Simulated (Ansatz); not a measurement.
# C₅H₇ClO₂Zn: up Jacob's ladder to CCSD(T)

An exercise on one series of results from a longer session: the logs are not shown, and one member is left open.

Method: functionals in def2-TZVPP, the program's frozen cores in correlated methods; program: Ansatz 0.2.0, Gaussian basis.

The runs, in order: LDA (SPW92), PBE-D4, revPBE-D4, BLYP-D4, r2SCAN-D4, B97M-V, PBE0-D4, B3LYP-D4, r2SCANh-D4, r2SCAN0-D4, HSE06-D4, BHLYP-D4, CAM-B3LYP-D4, LC-ωPBE, ωB97X-V, ωB97M-V, B2PLYP, PBE-QIDH; CCSD(T)/def2-SVP; CCSD(T)/def2-TZVPP; MP2/def2-QZVPP; extrapolation to the limit; RPA on PBE.

1 further run of the same task is left out (it didn't finish).

## The geometry

An earlier PBE0-D4 in a triple-zeta def2 set relaxation fixed the geometry.

SMILES `CC1=CC(C)=[O+][Zn-]([Cl])[O]1`, 16 atoms, charge 0, spin multiplicity 1.

Atoms are counted from 1 here; the program's logs count them from 0.

Bond lengths: C1–C2 1.496 Å, C1–H10 1.093 Å, C1–H11 1.093 Å, C1–H12 1.088 Å, C2–C3 1.398 Å, C2–O9 1.272 Å, C3–C4 1.398 Å, C3–H13 1.081 Å, C4–C5 1.496 Å, C4–O6 1.272 Å, C5–H14 1.088 Å, C5–H15 1.093 Å, C5–H16 1.093 Å, O6–Zn7 1.922 Å, Zn7–Cl8 2.119 Å, Zn7–O9 1.922 Å. Angles: C2–C1–H10 109.0°, C2–C1–H11 109.0°, C2–C1–H12 112.6°, H10–C1–H11 106.9°, H10–C1–H12 109.6°, H11–C1–H12 109.6°, C1–C2–C3 119.4°, C1–C2–O9 115.0°, C3–C2–O9 125.6°, C2–C3–C4 125.9°, C2–C3–H13 117.1°, C4–C3–H13 117.1°, C3–C4–C5 119.4°, C3–C4–O6 125.6°, C5–C4–O6 115.0°, C4–C5–H14 112.6°, C4–C5–H15 109.0°, C4–C5–H16 109.0° and more.

As a file:

```xyz
16
charge 0, multiplicity 1
C     2.48951   -0.47061   -0.65947
C     1.12299   -0.53483   -0.05412
C     0.17435    0.43260   -0.39817
C    -1.13615    0.50225    0.08348
C    -2.03238    1.60491   -0.38437
O    -1.66551   -0.30626    0.91007
Zn   -0.72784   -1.80602    1.66179
Cl   -1.32985   -3.29997    3.03853
O     0.93711   -1.50100    0.75158
H     2.68740   -1.40495   -1.19015
H     3.22948   -0.39650    0.14101
H     2.60593    0.36872   -1.34260
H     0.48169    1.19515   -1.09949
H    -1.54054    2.27459   -1.08745
H    -2.91780    1.16848   -0.85276
H    -2.37839    2.17345    0.48211
```

Set-up of the first run:

Contents of in.yaml:

```yaml
crystal:
  periodic: [false, false, false]
  atoms:
    - {symbol: C, position_ang: [2.489506, -0.470608, -0.659469]}
    - {symbol: C, position_ang: [1.122995, -0.534830, -0.054117]}
    - {symbol: C, position_ang: [0.174348, 0.432600, -0.398170]}
    - {symbol: C, position_ang: [-1.136153, 0.502249, 0.083481]}
    - {symbol: C, position_ang: [-2.032375, 1.604907, -0.384369]}
    - {symbol: O, position_ang: [-1.665506, -0.306264, 0.910075]}
    - {symbol: Zn, position_ang: [-0.727841, -1.806019, 1.661785]}
    - {symbol: Cl, position_ang: [-1.329850, -3.299967, 3.038528]}
    - {symbol: O, position_ang: [0.937109, -1.501000, 0.751581]}
    - {symbol: H, position_ang: [2.687400, -1.404947, -1.190151]}
    - {symbol: H, position_ang: [3.229479, -0.396501, 0.141007]}
    - {symbol: H, position_ang: [2.605929, 0.368720, -1.342602]}
    - {symbol: H, position_ang: [0.481692, 1.195155, -1.099487]}
    - {symbol: H, position_ang: [-1.540541, 2.274586, -1.087446]}
    - {symbol: H, position_ang: [-2.917803, 1.168481, -0.852757]}
    - {symbol: H, position_ang: [-2.378392, 2.173448, 0.482110]}
basis:
  gaussian: {orbitals: def2-TZVPP}
hamiltonian: {xc: lda}
output: {orbitals: {seedname: orbitals}}
```

Command:

```bash
> ansatz run in.yaml --threads 4 --pin off --events-out ev --progress --plain --max-ram 66560MiB --backend cuda --devices 0, --max-vram 37GiB
```

Steps of the session up to this table: LDA; PBE-D4 (GGA); revPBE-D4 (GGA); BLYP-D4 (GGA); r2SCAN-D4 (meta-GGA); B97M-V (meta-GGA); PBE0-D4 (hybrid); B3LYP-D4 (hybrid); r2SCANh-D4 (hybrid); r2SCAN0-D4 (hybrid); HSE06-D4 (hybrid); BHLYP-D4 (hybrid); CAM-B3LYP-D4 (range-separated); LC-ωPBE (range-separated); ωB97X-V (range-separated); ωB97M-V (range-separated); B2PLYP (double hybrid); PBE-QIDH (double hybrid).

One of the session's tables, all rows but one given; the rest of the session is left out.

It belongs to the step «Frontier levels by functional». 

| functional | HOMO (eV) | LUMO (eV) | gap (eV) |
| --- | --- | --- | --- |
| LDA (SPW92) | -6.53 | -2.98 | 3.55 |
| PBE-D4 | -6.31 | -2.73 | 3.58 |
| revPBE-D4 | -6.22 | -2.63 | 3.59 |
| BLYP-D4 | -6.16 | -2.59 | 3.57 |
| r2SCAN-D4 | -6.52 | -2.58 | 3.95 |
| B97M-V | -6.53 | -2.48 | 4.05 |
| PBE0-D4 | -7.39 | -1.84 | 5.55 |
| B3LYP-D4 | -7.19 | -2.05 | 5.15 |
| r2SCANh-D4 | -6.93 | -2.25 | 4.69 |
| r2SCAN0-D4 | -7.55 | -1.75 | 5.81 |
| HSE06-D4 | -7.00 | -2.21 | 4.78 |
| BHLYP-D4 | -8.36 | -0.77 | 7.59 |
| CAM-B3LYP-D4 | -8.65 | -0.75 | 7.90 |
| LC-ωPBE | ? | ? | ? |
| ωB97X-V | -9.58 | 0.30 | 9.89 |
| ωB97M-V | -9.50 | 0.25 | 9.75 |

Q: Estimate the row for LC-ωPBE from the others.

**Answer.** HOMO (eV): -9.91; LUMO (eV): 0.31; gap (eV): 10.22. In the column «HOMO (eV)» it is the lowest.
